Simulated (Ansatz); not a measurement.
# ClH₃OSi + HCl + HF: a complex and its separated parts

The complex below is one end of an elementary step. How strongly is it bound against its free parts?

Computed with Ansatz 0.2.0, Gaussian basis. Level: PBE0-D4/def2-TZVP structures, single points in def2-TZVPP, no counterpoise correction.

Levels: SPW92, PBE-D4, BLYP-D4, r2SCAN-D4, B97M-V, PBE0-D4, B3LYP-D4, r2SCAN0-D4, BHLYP-D4, CAM-B3LYP-D4, wB97X-V, wB97M-V, B2PLYP, PBE-QIDH, RPA on PBE, Hartree-Fock, MP2, CCSD, CCSD(T).

Cores are frozen in the correlated methods. B3LYP uses VWN-RPA correlation. B2PLYP carries no dispersion term here.

114 further runs of the same task are left out: 1 that didn't finish, 113 set aside as unsound or not needed.

## (1) Starting geometry

The complex: 10 atoms, charge 0, spin multiplicity 1.

Atoms are counted from 1 here; the program's logs count them from 0.

Bond lengths: Si1–H3 1.470 Å, Si1–H4 1.474 Å, Si1–Cl5 2.047 Å, Si1–O7 1.663 Å, Cl2–H8 1.297 Å, H6–F9 0.951 Å, O7–H10 0.960 Å. Angles: H3–Si1–H4 115.2°, H3–Si1–Cl5 109.7°, H3–Si1–O7 105.3°, H4–Si1–Cl5 107.0°, H4–Si1–O7 111.0°, Cl5–Si1–O7 108.5°, Si1–O7–H10 117.8°.

Geometry (Å):

```
Si   -0.74831    1.09398   -0.20586
Cl   -0.97476   -2.53364   -0.38087
H    -0.58927    0.57063   -1.57007
H    -1.95925    0.64128    0.50253
Cl   -0.81390    3.13954   -0.25348
H     1.51826   -0.64584    0.18817
O     0.62628    0.62838    0.60653
H     0.30742   -2.34776   -0.31929
F     1.90040   -1.47427   -0.08055
H     0.73332    0.92789    1.51279
```

Its parts: ClH₃OSi holds atoms 1, 3, 4, 5, 7, 10; HCl holds atoms 2, 8; HF holds atoms 6, 9. Each part counts its atoms afresh in its own runs.

## (2) Relaxing ClH₃OSi alone

The input, relax-a/in.yaml:

```yaml
crystal:
  periodic: [false, false, false]
  atoms:
    - {symbol: Si, position_ang: [-0.748311, 1.093978, -0.205865]}
    - {symbol: H, position_ang: [-0.589273, 0.570632, -1.570073]}
    - {symbol: H, position_ang: [-1.959247, 0.641282, 0.502532]}
    - {symbol: Cl, position_ang: [-0.813895, 3.139539, -0.253475]}
    - {symbol: O, position_ang: [0.626283, 0.628385, 0.606531]}
    - {symbol: H, position_ang: [0.733317, 0.927887, 1.512785]}
basis:
  gaussian: {orbitals: def2-TZVP}
hamiltonian: {xc: pbe0, dispersion: d4}
relax: {f_tol: 0.005, max_steps: 200}
```

The run is started by

```bash
> ansatz run in.yaml --threads 8 --pin off --events-out ev --progress --plain --max-ram 19148MiB
```

The runs that follow: Relaxing HCl alone; Relaxing HF alone; SPW92/def2-TZVPP; PBE-D4/def2-TZVPP; BLYP-D4/def2-TZVPP; r2SCAN-D4/def2-TZVPP; B97M-V/def2-TZVPP; PBE0-D4/def2-TZVPP; B3LYP-D4/def2-TZVPP; r2SCAN0-D4/def2-TZVPP; BHLYP-D4/def2-TZVPP; CAM-B3LYP-D4/def2-TZVPP; wB97X-V/def2-TZVPP; wB97M-V/def2-TZVPP; B2PLYP/def2-TZVPP; PBE-QIDH/def2-TZVPP; RPA on PBE/def2-TZVPP; CCSD(T)/def2-TZVPP; Vibrations of ClH₃OSi; Vibrations of HCl; Vibrations of HF.

What does the calculation give? Wanted: complex less parts, CCSD(T)/def2-TZVPP; with zero-point energy; largest T1 diagnostic.

As calculated:

```
                              quantity      value
complex less parts, CCSD(T)/def2-TZVPP  -0.540 eV
                with zero-point energy  -0.392 eV
                 largest T1 diagnostic      0.010
```

At CCSD(T) the complex lies 0.540 eV below its parts. Among the functionals B2PLYP lands nearest to CCSD(T) (+0.005 eV) and SPW92 farthest (-0.480 eV). Mean unsigned error by rung: LDA 0.480, GGA 0.139, meta-GGA 0.083, hybrid 0.094, range-separated hybrid 0.096, double hybrid 0.011 eV. PBE-D4 gives a relative energy 0.160 eV too low, outside chemical accuracy (1 kcal/mol, 0.043 eV). No counterpoise was applied, and triple zeta lacks some correlation, so the CCSD(T) reference has a basis error of its own, and close matches with it are partly luck.
